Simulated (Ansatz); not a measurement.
# H₄OSiSn: how energies converge with the basis set

Aim: see how fast density functionals converge with the basis set for H₄OSiSn.

Computed with Ansatz 0.2.0, Gaussian basis. Level: one geometry, several basis sets.

Levels to be run: PBE0-D4/def2-SVP; ωB97M-V/def2-SVP; PBE0-D4/def2-QZVPP; ωB97M-V/def2-QZVPP; the functionals' def2-TZVPP values are taken from earlier runs.

1 further run of the same task is left out (for a known fault of the program).

**1. The relaxed structure**

An earlier PBE0-D4 in a triple-zeta def2 set relaxation fixed the geometry. Sn takes the def2 core potential; no spin-orbit term is included.

7 atoms, charge 0, spin multiplicity 1.

Atoms are counted from 1 here; the program's logs count them from 0.

Bond lengths: O1–Si2 1.618 Å, O1–Sn3 2.135 Å, Si2–Sn3 2.454 Å, Si2–H4 1.486 Å, Si2–H5 1.486 Å, Sn3–H6 1.709 Å, Sn3–H7 1.709 Å. Angles: Si2–O1–Sn3 80.4°, O1–Si2–Sn3 59.1°, O1–Si2–H4 118.8°, O1–Si2–H5 118.8°, Sn3–Si2–H4 120.7°, Sn3–Si2–H5 120.7°, H4–Si2–H5 110.3°, O1–Sn3–Si2 40.6°, O1–Sn3–H6 104.8°, O1–Sn3–H7 104.8°, Si2–Sn3–H6 122.4°, Si2–Sn3–H7 122.4°, H6–Sn3–H7 108.5°.

**2. PBE0-D4 in def2-SVP**

in.yaml reads:

```yaml
crystal:
  periodic: [false, false, false]
  atoms:
    - {symbol: O, position_ang: [-0.017976, -1.205585, 0.342788]}
    - {symbol: Si, position_ang: [-0.579580, -0.471740, -0.985858]}
    - {symbol: Sn, position_ang: [0.556170, 0.805225, 0.775598]}
    - {symbol: H, position_ang: [-2.048784, -0.360389, -1.176519]}
    - {symbol: H, position_ang: [0.090299, -0.732346, -2.286110]}
    - {symbol: H, position_ang: [-0.186453, 1.159990, 2.273520]}
    - {symbol: H, position_ang: [2.247625, 0.736745, 1.010982]}
basis:
  gaussian: {orbitals: def2-SVP}
hamiltonian: {xc: pbe0, dispersion: d4}
output: {orbitals: {seedname: orbitals}}
```

The run is started by

```bash
$ ansatz run in.yaml --threads 2 --pin off --events-out ev --progress --plain --max-ram 4352MiB
```

The runs that follow: ωB97M-V in def2-SVP; PBE0-D4 in def2-QZVPP; ωB97M-V in def2-QZVPP.

Before running them: what should the planned runs give, taken together? Wanted: PBE0-D4: double and triple zeta above quadruple; ωB97M-V: double and triple zeta above quadruple.

**Answer**, as computed:

| quantity | value |
| --- | --- |
| PBE0-D4: double and triple zeta above quadruple | 6.34, 0.46 eV |
| ωB97M-V: double and triple zeta above quadruple | 6.43, 0.44 eV |

**Reading.** For PBE0-D4 the step from double to triple zeta gains 5.87 eV and the next only 0.46 eV. Total energies overstate the basis error of differences, where much of it tends to cancel.
